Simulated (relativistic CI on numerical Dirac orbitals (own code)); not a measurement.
# Lu LII (Lu⁵¹⁺): levels and lines

What are the lowest levels and the strongest lines of Lu⁵¹⁺? One CI run answers it; further runs change one setting each.

Method: Dirac-Coulomb-Breit CI, KLI orbitals optimised for each configuration, model QED (radiative potential, 1s self-energy scaled to tabulated hydrogen-like ionisation energies). Code: relativistic CI on numerical Dirac orbitals (own code) version 4.

## (1) The system

```
ion                       : Lu⁵¹⁺ (Lu LII)
nuclear charge            : 71
electrons                 : 20
isotope                   : A = 175
first configuration typed : [Ar] 3d2
```

Outer shells as boxes (Hund's rule):

first configuration typed
```
[Ar] core
3d [↑ ][↑ ][  ][  ][  ]
```

## (2) Base run

Settings of the run:

```ini
atom Lu  Z=71  charge=51  electrons=20
nucleus A=175  rms_radius_fm=5.3700
hamiltonian dirac-coulomb  breit=on  qed=on  c_scale=1
orbitals kli  potential=per-configuration
slater_scale 1
correlation none
mixing on
configurations
  [Ar] 3d2
  [Ne] 3s2 3p5 3d3
  [Ne] 3s 3p6 3d3
  [Ar] 3d 4s
  [Ar] 3d 4p
  [Ar] 3d 4d
  [Ne] 3s2 3p5 3d2 4s
  [Ar] 3d 4f
  [Ne] 3s2 3p5 3d2 4p
  [Ne] 3s2 3p5 3d2 4d
  [Ne] 3p6 3d4
  [Ne] 3p5 3d5
  [Ne] 3p5 3d4 4s
  [Ne] 3p6 3d3 4s
  [Ne] 3p5 3d3 4s2
end
```

Command:

```
$ python run_levels.py task.json out
```

task.json lists these runs, among others, and the program works through them in turn.

## (3) Without QED terms

Settings: those of step 2 with these lines changed.

```diff
@@ -2,3 +2,3 @@
 nucleus A=175  rms_radius_fm=5.3700
-hamiltonian dirac-coulomb  breit=on  qed=on  c_scale=1
+hamiltonian dirac-coulomb  breit=on  qed=off  c_scale=1
 orbitals kli  potential=per-configuration
```

## (4) The first configuration alone

Settings of the run:

```ini
atom Lu  Z=71  charge=51  electrons=20
nucleus A=175  rms_radius_fm=5.3700
hamiltonian dirac-coulomb  breit=on  qed=on  c_scale=1
orbitals kli  potential=per-configuration
slater_scale 1
correlation none
mixing on
configurations
  [Ar] 3d2
end
```

(Steps that only read results are left out.)

What does the calculation give? Wanted: lowest level; first excitation; lowest level of the other parity; fastest E1 line; ionisation energy.

**Answer**, as computed:

| run | time | mean size of shift, levels followed (cm⁻¹) | lowest level | ionisation energy (eV) |
| --- | --- | --- | --- | --- |
| main run | 1.9 s | 0 | 3d2 [3d3/2^2] J=2 | 4672.7 |
| without QED terms | 1.1 s | 2826 | 3d2 [3d3/2^2] J=2 | 4672.4 |
| the first configuration alone | 0.071 s | 1646 | 3d2 [3d3/2^2] J=2 | - |

The tabulated theoretical ionisation energy (NIST) is 4673 eV.

| quantity | value |
| --- | --- |
| lowest level | 3d2 [3d3/2^2] J=2 |
| first excitation | 3d2 [3d3/2^2] J=0, 181728 cm⁻¹ |
| lowest level of the other parity | 3p5 3d3 [3p3/2^3 3d3/2^3] J=2°, 257.26 eV |
| levels in the model | 1699 |
| fastest E1 line (by rate) to the lowest level among the lowest 200 of 1699 levels | 2.228 nm, from 3p5 3d3 [3p1/2 3p3/2^4 3d3/2^3] J=2° |
| ionisation energy | 4672.7 eV |
| ionisation energy, tabulated theoretical (NIST) | 4673 eV |

In words: The lowest level is 3d2 [3d3/2^2] J=2, 74 % pure in LS and 99 % in jj coupling; over the low levels the means are 57 and 97 %, so jj coupling describes them better. The ionisation energy agrees with the tabulated theoretical value within its uncertainty of 4 eV. The largest mover is «without QED terms» (2826 cm⁻¹ on average). Lifetimes count radiative decay inside the model alone.
